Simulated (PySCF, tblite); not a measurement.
**1-cyclopropylpenta-1,3-diyne (C₈H₈): geometry, infrared bands, NMR shifts, spin-spin couplings and electronic excitations**

Wanted: the infrared bands, NMR shifts, spin-spin couplings and electronic excitations of 1-cyclopropylpenta-1,3-diyne (C₈H₈) (`CC#CC#CC1CC1`), by calculation.

Computed with tblite 0.8.0 and PySCF 2.14.0, with density-fitted response routines of our own, on a single molecule in the gas phase. Atoms are numbered from 0 throughout.

**1. The starting structure**

16 atoms, charge 0, multiplicity 1; geometry from: GFN2-xTB.

Bonds of the start (Å): C0–C1 1.44, C1–C2 1.21, C2–C3 1.36, C3–C4 1.21, C4–C5 1.42, C5–C6 1.51, C6–C7 1.49, C7–C5 1.51, C0–H8 1.09, C0–H9 1.09, C0–H10 1.09, C5–H11 1.09, C6–H12 1.08, C6–H13 1.08, C7–H14 1.08, C7–H15 1.08.

**2. Harmonic vibrations with GFN2-xTB**

The job: settings as JSON, then the geometry in Å.

```
{"job": {"kind": "ir", "xc": "GFN2-xTB", "basis": "xTB"}, "charge": 0, "multiplicity": 1}
C      4.430302    -0.034351    -0.145376
C      3.006299    -0.003442     0.084522
C      1.816592     0.023055     0.286092
C      0.478248     0.046890     0.512782
C     -0.709776     0.067706     0.734161
C     -2.113058     0.078121     0.973034
C     -3.034927     0.722676    -0.031303
C     -3.015350    -0.764808     0.106800
H      4.884499    -0.843857     0.427975
H      4.637324    -0.194921    -1.204331
H      4.879664     0.910943     0.162415
H     -2.378680     0.172122     2.020885
H     -3.887349     1.267521     0.345955
H     -2.590984     1.156990    -0.914356
H     -2.556155    -1.341760    -0.681890
H     -3.854249    -1.253942     0.578707
```

**Question.** This job is followed by: PBE0-D3(BJ)/def2-SVP geometry optimisation, gas phase; GIAO PBE0/pcSseg-1 NMR shielding, non-relativistic, gas phase; B3LYP/pcJ-1 indirect spin-spin coupling, non-relativistic, gas phase; TDDFT CAM-B3LYP/def2-SVPD, vertical, gas phase, core orbitals frozen in the response; GIAO B3LYP/pcSseg-1 NMR shielding, non-relativistic, gas phase. Predict these results of the whole session: strongest single infrared mode (GFN2-xTB); zero-point energy (GFN2-xTB); point group; rotational constants (main isotopes); ¹³C shifts against TMS (PBE0/pcSseg-1, means over atoms taken as alike); ¹H shifts against TMS (PBE0/pcSseg-1, means over atoms taken as alike); largest coupling of the table (B3LYP/pcJ-1); lowest singlet (CAM-B3LYP/def2-SVPD); brightest single state of those computed; lowest triplet; vertical ionisation energy (ΔSCF); range of the shift of C1.

**Answer**, as computed:

```
                                                               quantity                                       value
                              strongest single infrared mode (GFN2-xTB)                        2312 cm⁻¹, 87 km/mol
                                           zero-point energy (GFN2-xTB)                               79.2 kcal/mol
                                                            point group                                          C1
                                   rotational constants (main isotopes)                       12.57, 0.62, 0.61 GHz
¹³C shifts against TMS (PBE0/pcSseg-1, means over atoms taken as alike)  83.9, 75.2, 72.2, 68.2, 11.5, 5.3, 2.0 ppm
 ¹H shifts against TMS (PBE0/pcSseg-1, means over atoms taken as alike)                  1.96, 1.21, 0.72, 0.66 ppm
                            largest coupling of the table (B3LYP/pcJ-1)                     ¹J(C,C) C3–C4, 217.6 Hz
                                   lowest singlet (CAM-B3LYP/def2-SVPD)                 4.48 eV (277 nm), f = 0.000
                               brightest single state of those computed                 state 8, 7.12 eV, f = 1.353
                                                         lowest triplet                                     3.75 eV
                                      vertical ionisation energy (ΔSCF)                                     8.36 eV
                                               range of the shift of C1                            73.3 to 75.2 ppm
```

**Reading.** All 42 modes are real, so the xTB geometry is a minimum. The strongest single mode, at 2312 cm⁻¹, is spread over several atoms, C4, C3, C1, C2 among them. Unscaled tight-binding wavenumbers are off by several per cent, some by more. Its intensities can rank the bands wrongly. Over 3 steps the energy fell by 0.054 eV; of the close pairs, C7–H15 changed most, 1.080 to 1.093 Å. At PBE0/pcSseg-1: The widest tensor belongs to C4: span 289 ppm, with a paramagnetic part of -158 ppm. Of the pairs tabulated at B3LYP/pcJ-1, C3–C4 couples most strongly (217.6 Hz; Fermi contact 210.0 Hz). Couplings across rotatable bonds belong to this one conformer; where others are populated, the observed values are averages. The lowest singlet, at 4.48 eV, is HOMO→LUMO 0.86 and is dark; of the 10 states computed, the strongest absorption comes from state 8 at 7.12 eV. The lowest triplet lies 0.72 eV below the lowest singlet (triplets in Tamm-Dancoff, singlets in full TDDFT). The orbital energy would give 7.66 eV for ionisation, ΔSCF gives 8.36 eV. In ppm, C1 moves most: its shift spreads over 1.9 ppm, from 73.3 (B3LYP/pcSseg-1) to 75.2 (PBE0/pcSseg-1).
